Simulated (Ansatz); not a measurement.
# MgMnGe: the cost of one run

Method: DFT PBEsol, scalar-relativistic, plane waves, PAW, in Ansatz 0.2.0.

## 1. Starting point

It takes space group P4/nmm (No. 129, tetragonal). The conventional cell has a = 3.970 Å, b = 3.970 Å, c = 6.552 Å, α = 90.00°, β = 90.00°, γ = 90.00°. Mg (site symmetry 4mm) is surrounded by 5 Ge at 2.71 to 2.87 Å and 4 Mn at 2.97 Å. Around Mn (site symmetry -4m2) lie 4 Ge at 2.57 Å and 4 Mn at 2.81 Å. Ge (site symmetry 4mm) is surrounded by 4 Mn at 2.57 Å and 5 Mg at 2.71 to 2.87 Å.

As a file:

```
Mg Mn Ge
1.0
     3.97000    0.00000    0.00000
     0.00000    3.97000    0.00000
     0.00000    0.00000    6.55200
Mg Mn Ge
2 2 2
Cartesian
  1.9850 0.0000 1.0634
  0.0000 1.9850 5.4886
  0.0000 0.0000 3.2760
  1.9850 1.9850 3.2760
  1.9850 0.0000 4.9029
  0.0000 1.9850 1.6491
```

(A quick probe on a coarse mesh, which set the mesh and smearing, is not shown.)

## 3. A loose first relaxation

input.yaml

```yaml
crystal:
  lattice:
    - [3.97, 0.0, 0.0]
    - [0.0, 3.97, 0.0]
    - [0.0, 0.0, 6.552]
  atoms:
    - { symbol: Mg, position: [0.5, 0.0, 0.1623] }
    - { symbol: Mg, position: [0.0, 0.5, 0.8377] }
    - { symbol: Mn, position: [0.0, 0.0, 0.5], spin: 2.72 }
    - { symbol: Mn, position: [0.5, 0.5, 0.5], spin: 2.72 }
    - { symbol: Ge, position: [0.5, 0.0, 0.7483] }
    - { symbol: Ge, position: [0.0, 0.5, 0.2517] }
basis:
  ecutwfc: 420
kpoints:
  mp_grid: { grid: [4, 4, 4] }
hamiltonian:
  xc: pbesol
scf:
  occupations: { method: gaussian, width: 0.1 }
  lower_state_search: "off"
output:
  forces: true
  stress: true
  eigenvalues: true
  populations: true
magnetization:
  spin_polarized: true
relax:
  adjacent_minimum: "off"
  f_tol: 0.04
  max_steps: 70
  cell: { stress_tol: 0.4 }
```

On the command line:

```
$ ansatz run input.yaml --threads 1 --pin off --max-ram 2560MiB --backend cpu --events-out ev --progress --plain --runs-dir out
```

What time and memory should one allow on 1 thread of Arm Neoverse V2, shared host?

About 78 s, with a peak of 0.48 GiB.
